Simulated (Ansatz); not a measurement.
# CH7NOSi: the cost of one run

Method: RKS PBE-D4/6-31G, in Ansatz 0.2.0.

### Step 1. The structure to begin with

Bond lengths: N1–C2 1.437 Å, C2–Si3 1.866 Å, Si3–O4 1.631 Å, N1–H5 1.069 Å, N1–H6 1.077 Å, C2–H7 1.100 Å, C2–H8 1.123 Å, Si3–H9 1.512 Å, Si3–H10 1.525 Å, O4–H11 1.018 Å. Angles (14 of 16 angles, heavy atoms first): N1–C2–Si3 109.0°, C2–Si3–O4 112.1°, N1–C2–H7 113.9°, N1–C2–H8 109.1°, Si3–C2–H7 110.1°, Si3–C2–H8 109.2°, C2–N1–H5 109.2°, C2–N1–H6 108.4°, C2–Si3–H9 111.3°, C2–Si3–H10 111.2°, O4–Si3–H9 110.2°, O4–Si3–H10 106.0°, Si3–O4–H11 111.1°, H7–C2–H8 105.4°.

Coordinates:

```xyz
11

N    -0.9875    0.0427   -1.0967
C     0.2633    0.5540   -0.6089
Si    0.6140   -0.1913    1.0659
O     0.2683   -1.7849    1.1140
H    -1.1722    0.4395   -2.0723
H    -1.7853    0.5192   -0.5520
H     0.3032    1.6521   -0.5508
H     1.0814    0.2630   -1.3215
H    -0.1345    0.5379    2.1587
H     2.0911   -0.0715    1.4250
H    -0.4763   -2.0176    0.4594
```

### Step 2. Relaxing end A

Contents of input.yaml:

```yaml
crystal:
  periodic: [false, false, false]
  atoms:
    - { symbol: "N", position_ang: [-0.9875, 0.0427, -1.0967] }
    - { symbol: C, position_ang: [0.2633, 0.554, -0.6089] }
    - { symbol: Si, position_ang: [0.614, -0.1913, 1.0659] }
    - { symbol: O, position_ang: [0.2683, -1.7849, 1.114] }
    - { symbol: H, position_ang: [-1.1722, 0.4395, -2.0723] }
    - { symbol: H, position_ang: [-1.7853, 0.5192, -0.552] }
    - { symbol: H, position_ang: [0.3032, 1.6521, -0.5508] }
    - { symbol: H, position_ang: [1.0814, 0.263, -1.3215] }
    - { symbol: H, position_ang: [-0.1345, 0.5379, 2.1587] }
    - { symbol: H, position_ang: [2.0911, -0.0715, 1.425] }
    - { symbol: H, position_ang: [-0.4763, -2.0176, 0.4594] }
basis:
  gaussian: { orbitals: "6-31G" }
hamiltonian:
  xc: pbe
  dispersion: d4
relax:
  f_tol: 0.015
  max_steps: 40
```

The run is started by

```
$ ansatz run input.yaml --threads 1 --pin off --max-ram 2048MiB --backend cpu --events-out ev --progress --plain --runs-dir out
```

**Question.** How long does this run take on 1 thread of Arm Neoverse V2, shared host, and how much memory does it need?

About 37 s, with a peak of 0.15 GiB.
